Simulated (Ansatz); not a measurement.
# ClH5OSi2: up Jacob's ladder to CCSD(T)

Aim: compute ClH5OSi2 with functionals from several rungs and with coupled cluster. The yardstick is the atomisation energy at the CCSD(T) limit.

Method: functionals in def2-TZVPP, the program's frozen cores in correlated methods; program: Ansatz 0.2.0, Gaussian basis.

Levels to be run: LDA (SPW92), PBE-D4, revPBE-D4, BLYP-D4, r2SCAN-D4, B97M-V, PBE0-D4, B3LYP-D4, r2SCANh-D4, r2SCAN0-D4, HSE06-D4, BHLYP-D4, CAM-B3LYP-D4, LC-ωPBE, ωB97X-V, ωB97M-V, B2PLYP, PBE-QIDH; CCSD(T)/def2-SVP; CCSD(T)/def2-TZVPP; CCSD(T)/def2-QZVPP; extrapolation to the limit; RPA on PBE.

## 1. The relaxed structure

The geometry comes from an earlier relaxation with PBE0-D4 in a triple-zeta def2 set; it is a stationary point, not always the lowest conformer.

SMILES `O[SiH]([SiH3])Cl`, 9 atoms, charge 0, spin multiplicity 1.

Atoms are counted from 1 here; the program's logs count them from 0.

Bond lengths: O1–Si2 1.639 Å, O1–H5 0.959 Å, Si2–Si3 2.335 Å, Si2–Cl4 2.068 Å, Si2–H6 1.486 Å, Si3–H7 1.487 Å, Si3–H8 1.485 Å, Si3–H9 1.487 Å. Angles: Si2–O1–H5 118.4°, O1–Si2–Si3 107.4°, O1–Si2–Cl4 110.6°, O1–Si2–H6 111.0°, Si3–Si2–Cl4 108.6°, Si3–Si2–H6 114.5°, Cl4–Si2–H6 104.7°, Si2–Si3–H7 110.4°, Si2–Si3–H8 109.5°, Si2–Si3–H9 108.6°, H7–Si3–H8 109.7°, H7–Si3–H9 109.1°, H8–Si3–H9 109.5°.

## 2. LDA

This LDA is Slater exchange with PW92 correlation.

in.yaml reads:

```yaml
crystal:
  periodic: [false, false, false]
  atoms:
    - {symbol: O, position_ang: [0.516926, 0.942062, -1.606350]}
    - {symbol: Si, position_ang: [-0.265634, 0.799784, -0.173182]}
    - {symbol: Si, position_ang: [0.351899, -1.250228, 0.759305]}
    - {symbol: Cl, position_ang: [-2.313364, 0.805769, -0.459027]}
    - {symbol: H, position_ang: [0.374027, 1.735029, -2.126848]}
    - {symbol: H, position_ang: [-0.002934, 1.975785, 0.697069]}
    - {symbol: H, position_ang: [1.819895, -1.291757, 0.992457]}
    - {symbol: H, position_ang: [-0.039653, -2.350404, -0.158748]}
    - {symbol: H, position_ang: [-0.352662, -1.412341, 2.058223]}
basis:
  gaussian: {orbitals: def2-TZVPP}
hamiltonian: {xc: lda}
output: {orbitals: {seedname: orbitals}}
```

Started as:

```bash
$ ansatz run in.yaml --threads 2 --pin off --events-out ev --progress --plain --max-ram 32768MiB --backend cpu
```

The runs that follow: PBE-D4 (GGA); revPBE-D4 (GGA); BLYP-D4 (GGA); r2SCAN-D4 (meta-GGA); B97M-V (meta-GGA); B3LYP-D4 (hybrid); r2SCANh-D4 (hybrid); r2SCAN0-D4 (hybrid); HSE06-D4 (hybrid); BHLYP-D4 (hybrid); CAM-B3LYP-D4 (range-separated); LC-ωPBE (range-separated); ωB97X-V (range-separated); ωB97M-V (range-separated); B2PLYP (double hybrid); PBE-QIDH (double hybrid); CCSD(T) in def2-SVP; CCSD(T) in def2-TZVPP; CCSD(T) in def2-QZVPP; RPA on PBE orbitals.

Before running them: what should the planned runs give, taken together? Wanted: atomisation energy, CCSD(T)/CBS; farthest beyond LDA; mean size of error, GGA; mean size of error, meta-GGA; mean size of error, hybrid; mean size of error, range-separated; mean size of error, double hybrid; gap, smallest and largest; T1 diagnostic.

As calculated:

| quantity | value |
| --- | --- |
| atomisation energy, CCSD(T)/CBS | 2905.0 kJ/mol |
| functionals within 14.5 kJ/mol (0.5 %) | r2SCAN-D4, B97M-V, ωB97X-V, ωB97M-V |
| farthest beyond LDA | BHLYP-D4 (-85.4 kJ/mol) |
| mean size of error, GGA | 53.5 kJ/mol |
| mean size of error, meta-GGA | 6.9 kJ/mol |
| mean size of error, hybrid | 50.3 kJ/mol |
| mean size of error, range-separated | 22.7 kJ/mol |
| mean size of error, double hybrid | 58.9 kJ/mol |
| gap, smallest and largest | 5.60 eV (LDA (SPW92)), 12.58 eV (LC-ωPBE) |
| T1 diagnostic | 0.0115 |
| triples share of the correlation energy | 3.6 % |

In words: LDA overbinds by 329.6 kJ/mol (11 %). PBE-D4 misses by -25.4 kJ/mol. Double hybrids carry the basis error of their MP2 part in triple zeta, and no dispersion term here, so their miss is partly the set-up's. Taken by rung, meta-GGA functionals do best (6.9 kJ/mol on average) and double hybrid ones worst beyond LDA (58.9 kJ/mol). The reference freezes the cores and leaves out relativity and excitations past (T), so misses under about 14.5 kJ/mol can't be ranked. Hartree-Fock recovers 74 % of the binding; the rest is correlation. CCSD(T) in def2-SVP is off by -254.1 kJ/mol, so the small basis spoils what the method gains. Orbital gaps span 5.6 to 12.6 eV; exact exchange widens them.
